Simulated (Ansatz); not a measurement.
# Al3Ni5: the cost of one run

Computed with Ansatz 0.2.0 (DFT PBEsol, scalar-relativistic, plane waves, PAW, unless a step's input says otherwise).

1 further run of the same task is left out (set aside as unsound or not needed). Runs told in other sessions of the task aren't counted.

### Step 1. Starting point

It takes space group Cmmm (No. 65, orthorhombic). Conventional cell: a = 6.587 Å, b = 7.384 Å, c = 3.720 Å, α = 90.00°, β = 90.00°, γ = 90.00°. Al (site symmetry mmm) is surrounded by 8 Ni at 2.37 to 2.47 Å. Around Al (site symmetry m2m) lie 10 Ni at 2.44 to 2.54 Å and 2 Al at 2.78 Å. Around Ni (site symmetry mmm) lie 4 Al at 2.47 Å and 8 Ni at 2.47 to 2.60 Å. Ni (site symmetry 2/m) is surrounded by 6 Al at 2.47 to 2.49 Å and 6 Ni at 2.47 to 2.63 Å. Ni (site symmetry 2mm) is surrounded by 6 Al at 2.37 to 2.54 Å and 6 Ni at 2.60 to 2.63 Å.

Coordinates:

```
Al Ni
1.0
     3.29333   -3.69194    0.00000
     3.29333    3.69194    0.00000
     0.00000    0.00000    3.72035
Al Ni
3 5
Direct
  0.50000 0.50000 0.00000
  0.77969 0.22031 0.50000
  0.22031 0.77969 0.50000
  0.00000 0.00000 0.00000
  0.00000 0.50000 0.00000
  0.50000 0.00000 0.00000
  0.27624 0.27624 0.50000
  0.72376 0.72376 0.50000
```

It goes back to an entry of the Materials Project, which need not be the stable form.

This cell was relaxed beforehand with the same method: volume 11.31 Å³/atom, gap on the mesh none (metal).

### Step 2. Zero of energy

Reference values: F = -30603.1417 eV; pressure 0.03 GPa; largest force 0.003 eV/Å; gap on the mesh none (metal). It was computed beforehand with the settings of the runs below.

### Step 3. Setting up a frozen normal mode

Mode 4 of the phonon run on this cell, counted from the lowest, is frozen in: each atom moves by x times its row below, so x is the largest displacement.

```
atom      ux      uy     uz
 Al1   0.000  -0.768  0.000
 Al2   0.000   0.042  0.000
 Al3   0.000   0.042  0.000
 Ni4   0.000   0.770  0.000
 Ni5   0.995  -0.098  0.000
 Ni6  -0.995  -0.098  0.000
 Ni7   0.000  -0.129  0.000
 Ni8   0.000  -0.129  0.000
```

### Step 4. x = -0.200 Å

File input.yaml:

```yaml
crystal:
  lattice:
    - [3.2933322733, -3.6919375996, 0.0]
    - [3.2933322733, 3.6919375996, 0.0]
    - [0.0, 0.0, 3.7203545688]
  atoms:
    - { symbol: Al, position: [0.4791904069, 0.5208095931, 0.0] }
    - { symbol: Al, position: [0.7808152755, 0.2191847245, 0.5] }
    - { symbol: Al, position: [0.2214375179, 0.7785624821, 0.5] }
    - { symbol: Ni, position: [0.020861312, -0.020861312, 0.0] }
    - { symbol: Ni, position: [-0.0328791386, 0.4724443092, 0.0] }
    - { symbol: Ni, position: [0.5275556908, 0.0328791386, 0.0] }
    - { symbol: Ni, position: [0.2727336841, 0.2797409299, 0.5] }
    - { symbol: Ni, position: [0.7202590701, 0.7272663159, 0.5] }
basis:
  ecutwfc: 420
kpoints:
  mp_grid: { grid: [8, 8, 10] }
hamiltonian:
  xc: pbesol
scf:
  occupations: { method: gaussian, width: 0.15 }
output:
  forces: true
  stress: true
  eigenvalues: true
```

Run with:

```
ansatz run input.yaml --threads 2 --pin off --max-ram 5120MiB --backend cpu --events-out ev --progress --plain --runs-dir out
```

**Question.** How long does this run take on 2 threads of Intel Xeon Platinum 8488C (Sapphire Rapids), shared host, and how much memory does it need?

About 20 s, with a peak of 0.76 GiB.
